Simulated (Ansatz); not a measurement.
# CH6OSn: the cost of one run

Method: RKS r2SCAN/def2-SVP, in Ansatz 0.2.0.

### Step 1. The structure to begin with

Bond lengths: Sn1–O2 1.960 Å, O2–H3 1.010 Å, Sn1–C4 2.150 Å, C4–H5 1.110 Å, C4–H6 1.110 Å, C4–H7 1.110 Å, Sn1–H8 1.739 Å, Sn1–H9 1.739 Å. Angles: Sn1–O2–H3 109.5°, O2–Sn1–C4 109.5°, O2–Sn1–H8 109.5°, O2–Sn1–H9 109.5°, C4–Sn1–H8 109.5°, C4–Sn1–H9 109.5°, H8–Sn1–H9 109.5°, Sn1–C4–H5 109.5°, Sn1–C4–H6 109.5°, Sn1–C4–H7 109.5°, H5–C4–H6 109.4°, H5–C4–H7 109.4°, H6–C4–H7 109.4°.

As a file:

```xyz
9

Sn    0.0000    0.0000    0.0000
O     0.0000    0.0000    1.9600
H    -0.9095   -0.2814    2.2971
C     2.0274    0.0000   -0.7160
H     2.3751   -1.0463   -0.8441
H     2.0760    0.5276   -1.6913
H     2.6794    0.5187    0.0175
H    -0.8195    1.4198   -0.5794
H    -0.8195   -1.4198   -0.5794
```

### Step 2. Relaxing the start

The input, input.yaml:

```yaml
crystal:
  periodic: [false, false, false]
  atoms:
    - { symbol: Sn, position_ang: [0.0, 0.0, 0.0] }
    - { symbol: O, position_ang: [0.0, 0.0, 1.96] }
    - { symbol: H, position_ang: [-0.9095, -0.2814, 2.2971] }
    - { symbol: C, position_ang: [2.0274, 0.0, -0.716] }
    - { symbol: H, position_ang: [2.3751, -1.0463, -0.8441] }
    - { symbol: H, position_ang: [2.076, 0.5276, -1.6913] }
    - { symbol: H, position_ang: [2.6794, 0.5187, 0.0175] }
    - { symbol: H, position_ang: [-0.8195, 1.4198, -0.5794] }
    - { symbol: H, position_ang: [-0.8195, -1.4198, -0.5794] }
basis:
  gaussian: { orbitals: def2-SVP }
hamiltonian:
  xc: r2scan
relax:
  f_tol: 0.02
  max_steps: 40
output:
  orbitals: {}
```

Started as:

```bash
$ ansatz run input.yaml --threads 2 --pin off --max-ram 3072MiB --backend cpu --events-out ev --progress --plain --runs-dir out
```

**Question.** How long does this run take on 2 threads of Arm Neoverse V2, shared host, and how much memory does it need?

About 15 s, with a peak of 0.14 GiB.
